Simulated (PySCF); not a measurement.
# TlCl−: from the state search to spectroscopic constants

The task here is to estimate one member of a computed series from the others.

The runs use PySCF 2.14.0; Tl def2-SVPD with ECP60, Cl def2-SVPD, scalar-relativistic core potentials.

2 further runs of the same task are left out: 2 set aside as unsound or not needed.

The first run:

The job is set up so:

* atoms: Tl, Cl
* charge: -1
* basis: Tl def2-SVPD with ECP60, Cl def2-SVPD
* Hamiltonian: scalar-relativistic core potentials
* basis functions: 59
* electrons treated: 39
* masses in u: 204.9744, 34.9689
* levels: PBE0, PBE, r²SCAN, r²SCANh, PW91, M06, HF, MP2, SCS-MP2, CCSD, CCSD(T)
* grid: 80 radial by 434 angular points
* occupations: held fixed by the projection of orbital angular momentum
* dissociation limit: Tl + Cl−, each in its ground configuration
* starting distance in angstrom: 2.500
* values of 2S to try: 1, 3

Run with:

```
OMP_NUM_THREADS=1 python dia.py task.json out
```

Steps of the session up to this table: Input; PBE0 along the bond; PBE (GGA); r²SCAN; r²SCANh (hybrid meta-GGA); PW91 (GGA); M06; UHF (mean field); MP2 and coupled cluster.

One table of the session follows, with a row left open; its other results are not shown here.

It belongs to the step «Constants by level of theory». 

| level | Re (Å) | ωe (cm⁻¹) | De (eV) |
| --- | --- | --- | --- |
| UHF | 2.868 | 150.1 | 0.79 |
| UHF-MP2 | 2.793 | 175.7 | 1.04 |
| UHF-SCS-MP2 | 2.818 | 168.6 | 0.97 |
| UHF-CCSD | 2.817 | 168.7 | 0.97 |
| UHF-CCSD(T) | 2.811 | 171.5 | 1.00 |
| PBE | 2.784 | 177.4 | 1.11 |
| PW91 | 2.780 | 178.7 | 1.13 |
| r²SCAN | 2.760 | 184.6 | 1.17 |
| r²SCANh | ? | ? | ? |
| PBE0 | 2.765 | 181.5 | 1.08 |
| M06 | 2.778 | 181.5 | 1.15 |

**Question.** Estimate the row for r²SCANh.

**Answer.** Re (Å): 2.757; ωe (cm⁻¹): 184.9; De (eV): 1.15. In the column «Re (Å)» it is the lowest.
